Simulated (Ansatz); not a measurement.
# GeH₄+ (doublet): from Hartree-Fock to the top rungs at distance Ge1–H3 = 1.399 Å, 6-31G

Aim: climb from Hartree-Fock through coupled cluster and multireference methods for GeH₄+ (doublet) at one geometry and basis, and see what each rung misses.

Method: 6-31G, core rule «outside noble gas», up to 14 orbitals frozen; program: Ansatz 0.2.0, Gaussian basis.

The runs, in order: UHF; CCSD(T) on ROHF; CCSD(T) on UHF; BCCD(T) on ROHF; CISD; CCSDT(Q) on ROHF; CCSDT(Q) on UHF; CASSCF and MRCISD+Q, 3 electrons in 3 orbitals; CASSCF and NEVPT2, 3 electrons in 3 orbitals; CASSCF and MRCISD+Q, 7 electrons in 8 orbitals; CASSCF and MRCISD+Q(relaxed), 7 electrons in 8 orbitals; CASSCF and NEVPT2, 7 electrons in 8 orbitals; Full CI.

18 further runs of the same task are left out: 14 that didn't finish, 4 set aside as unsound or not needed.

### Step 1. The geometry

The geometry derives from a PBE0/def2-TZVP stationary point (not a proven minimum). One bond is set to the value named and the two fragments are kept rigid. No spin-orbit coupling is included. The filled d shell of Ge may be among the frozen orbitals whatever the setting's name suggests; the logs give the count.

5 atoms, charge 1, spin multiplicity 2.

Atoms are counted from 1 here; the program's logs count them from 0.

Bond lengths: Ge1–H2 1.565 Å, Ge1–H3 1.399 Å, Ge1–H4 1.565 Å, Ge1–H5 1.565 Å. Angles: H2–Ge1–H3 97.5°, H2–Ge1–H4 97.5°, H2–Ge1–H5 137.7°, H3–Ge1–H4 137.7°, H3–Ge1–H5 97.5°, H4–Ge1–H5 97.5°.

### Step 2. UHF

Input file in.yaml:

```yaml
crystal:
  periodic: [false, false, false]
  atoms:
    - {symbol: Ge, position_ang: [-0.000796, -0.001438, 0.001442]}
    - {symbol: H, position_ang: [0.560507, 1.032487, 1.034033]}
    - {symbol: H, position_ang: [-0.510101, -0.921706, 0.923894]}
    - {symbol: H, position_ang: [-0.560020, 1.029379, -1.035376]}
    - {symbol: H, position_ang: [0.566987, -1.036491, -1.026466]}
basis:
  gaussian: {orbitals: 6-31G}
total_charge: 1
magnetization: {spin_polarized: true, initial_magnetization: 1}
hamiltonian: {xc: hf}
output: {orbitals: {seedname: orbitals}}
```

The run is started by

```sh
$ ansatz run in.yaml --threads 1 --pin off --events-out ev --progress --plain --max-ram 2393MiB
```

Further steps of the session: CCSD(T) on ROHF; CCSD(T) on UHF; BCCD(T) on ROHF; CISD; CCSDT(Q) on ROHF; CCSDT(Q) on UHF; CASSCF and MRCISD+Q, 3 electrons in 3 orbitals; CASSCF and NEVPT2, 3 electrons in 3 orbitals; CASSCF and MRCISD+Q, 7 electrons in 8 orbitals; CASSCF and MRCISD+Q(relaxed), 7 electrons in 8 orbitals; CASSCF and NEVPT2, 7 electrons in 8 orbitals; Full CI.

Q: Predict the results of all the runs planned. Wanted: FCI below the RHF energy; RMP2 from FCI; UMP2 from FCI; RCCSD from FCI; RCCSD(T) from FCI; UCCSD(T) from FCI; RCCSDT(Q) from FCI; UCCSDT(Q) from FCI; NEVPT2 pair from FCI.

As calculated:

```
                         quantity                                                                                                                                          value
         FCI below the RHF energy                                                                                                                                     -2.5338 eV
                    RMP2 from FCI                                                                                                                                     +791.0 meV
                    UMP2 from FCI                                                                                                                                     +807.4 meV
                   RCCSD from FCI                                                                                                                                      +59.3 meV
                RCCSD(T) from FCI                                                                                                                                      +16.7 meV
                UCCSD(T) from FCI                                                                                                                                      +19.1 meV
               RCCSDT(Q) from FCI                                                                                                                                       -0.5 meV
               UCCSDT(Q) from FCI                                                                                                                                       -1.4 meV
             NEVPT2 pair from FCI                                                                                                                                     +628.4 meV
           MRCISD+Q pair from FCI                                                                                                                                      -20.2 meV
          NEVPT2 valence from FCI                                                                                                                                     +103.0 meV
levels within 1 kcal/mol (43 meV)  RCCSD(T), UCCSD(T), BCCD(T), RCCSDT, UCCSDT, RCCSDT(Q), UCCSDT(Q), MRCISD+Q pair, MRCISD valence, MRCISD+Q valence, MRCISD+Q(relaxed) valence
                    T1 diagnostic                                                                                                                                          0.023
   effectively unpaired electrons                                                                                                                                           1.04
```

What this shows: RCCSD(T) misses by +16.7 meV, 0.7 % of the correlation energy. MRCISD+Q pair, MRCISD+Q(relaxed) valence fall below full CI: the +Q correction isn't variational, and the cores differ from full CI's. One determinant dominates. Of the multireference levels listed MRCISD+Q(relaxed) valence comes nearest in total energy (-2.7 meV), which doesn't show that its space is the better one. These misses are within one basis, not against nature; the frozen cores of restricted and unrestricted runs differ, which can shift their rows.
